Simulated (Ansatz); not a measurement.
# CO on Cu(111): molecular dynamics

Purpose: to shoot the molecule at the surface and see whether it bounces, sticks or breaks. Runs: 500 steps of 1 fs at constant energy. The slab cell is 2×2, 3 layers thick, and the molecule starts well above it. It comes in with 1.5 eV at 0° from the normal, on a surface at rest.

Program: Ansatz 0.2.0. Level of theory: DFT PBE+D3(BJ), plane waves, PAW, scalar-relativistic, no spin polarisation. These are calculated values, not measurements.

## (1) Starting point

The cell holds 14 atoms (CCu12O): a = 5.105 Å, b = 5.105 Å, c = 19.168 Å, α = 90.00°, β = 90.00°, γ = 60.00°.

Coordinates:

```cif
data_structure
_symmetry_space_group_name_H-M 'P 1'
_symmetry_Int_Tables_number 1
_cell_length_a 5.1053
_cell_length_b 5.1053
_cell_length_c 19.1685
_cell_angle_alpha 90.000
_cell_angle_beta 90.000
_cell_angle_gamma 60.000
_cell_volume 432.68
loop_
_atom_site_label
_atom_site_type_symbol
_atom_site_fract_x
_atom_site_fract_y
_atom_site_fract_z
_atom_site_occupancy
Cu1 Cu 0.16667 0.16667 0.05217 1
Cu2 Cu 0.66667 0.16667 0.05217 1
Cu3 Cu 0.16667 0.66667 0.05217 1
Cu4 Cu 0.66667 0.66667 0.05217 1
Cu5 Cu 0.83333 0.33333 0.16090 1
Cu6 Cu 0.33333 0.33333 0.16090 1
Cu7 Cu 0.83333 0.83333 0.16090 1
Cu8 Cu 0.33333 0.83333 0.16090 1
Cu9 Cu 0.00000 0.00000 0.26963 1
Cu10 Cu 0.50000 0.00000 0.26963 1
Cu11 Cu 0.00000 0.50000 0.26963 1
Cu12 Cu 0.50000 0.50000 0.26963 1
C1 C 0.74862 0.73455 0.47899 1
O1 O 0.74862 0.73455 0.53951 1
```

## (2) The run

500 steps of 1 fs at constant energy.

Input file input.yaml:

```yaml
accuracy: low
crystal:
  lattice:
    - [5.105311, 0.0, 0.0]
    - [2.552655, 4.421329, 0.0]
    - [0.0, 0.0, 19.168469]
  atoms:
    - { symbol: Cu, position: [0.1666667, 0.1666667, 0.052169] }
    - { symbol: Cu, position: [0.6666667, 0.1666667, 0.052169] }
    - { symbol: Cu, position: [0.1666667, 0.6666667, 0.052169] }
    - { symbol: Cu, position: [0.6666667, 0.6666667, 0.052169] }
    - { symbol: Cu, position: [-0.1666667, 0.3333333, 0.1609015] }
    - { symbol: Cu, position: [0.3333333, 0.3333333, 0.1609015] }
    - { symbol: Cu, position: [-0.1666667, 0.8333333, 0.1609015] }
    - { symbol: Cu, position: [0.3333333, 0.8333333, 0.1609015] }
    - { symbol: Cu, position: [0.0, 0.0, 0.2696339] }
    - { symbol: Cu, position: [0.5, 0.0, 0.2696339] }
    - { symbol: Cu, position: [0.0, 0.5, 0.2696339] }
    - { symbol: Cu, position: [0.5, 0.5, 0.2696339] }
    - { symbol: C, position: [0.7486195, 0.7345514, 0.4789917] }
    - { symbol: O, position: [0.7486195, 0.7345514, 0.5395077] }
basis:
  ecutwfc: 420.0
kpoints:
  mp_grid: { grid: [2, 2, 1] }
hamiltonian:
  xc: pbe
  dispersion: d3bj
  pseudopotentials: { kind: paw, azcp: { folder: soft_1 } }
scf:
  occupations: { method: fermi_dirac, width: 0.05 }
  lower_state_search: "off"
md:
  timestep: 1
  n_steps: 500
  ensemble: nve
  initial_velocities: zero
  seed: 873341
  initial_site_velocities:
    - { site: 12, velocity: [0.0, 0.0, -0.032147] }
    - { site: 13, velocity: [0.0, 0.0, -0.032147] }
  constraints: [{ sites: [0, 1, 2, 3] }]
```

On the command line:

```
$ ansatz run input.yaml --threads 2 --pin off --max-ram 5120MiB --backend cpu --events-out ev --progress --plain --runs-dir out
```

What does the calculation give? Wanted: lowest height of the centre of mass; shortest distance to a slab atom; temperature, first and last step; temperature, second half; potential energy, second half; largest change of the total energy; mean square displacement, second half.

The runs gave:

```
                             quantity                                                value
  lowest height of the centre of mass  1.48 Å over the top layer's first level, at 95.0 fs
     shortest distance to a slab atom                                               1.61 Å
                               length                                    500 steps of 1 fs
     temperature, first and last step                                       1160 and 612 K
             temperature, second half                       mean 952 K, from 520 to 1676 K
        potential energy, second half                          +19 meV/atom from the start
   largest change of the total energy                                        0.23 meV/atom
mean square displacement, second half                            O 6.6, C 5.3, Cu 0.270 Å²
```

**Reading.** The molecule's centre of mass comes down from 4.68 Å to 1.48 Å and is at 2.48 Å at the end, so it has not left within this time. Its shortest distance to a slab atom is 1.61 Å. The total energy strays from its start by at most 0.23 meV/atom, 0.2 % of the mean kinetic energy, so a step of 1 fs is short enough over this time. The printed temperature only measures the kinetic energy here. The run is too short to decide the outcome. A run of 500 fs with 14 atoms shows the motion but fixes no equilibrium value. The settings are cheap ones for dynamics (low accuracy level or one k-point).
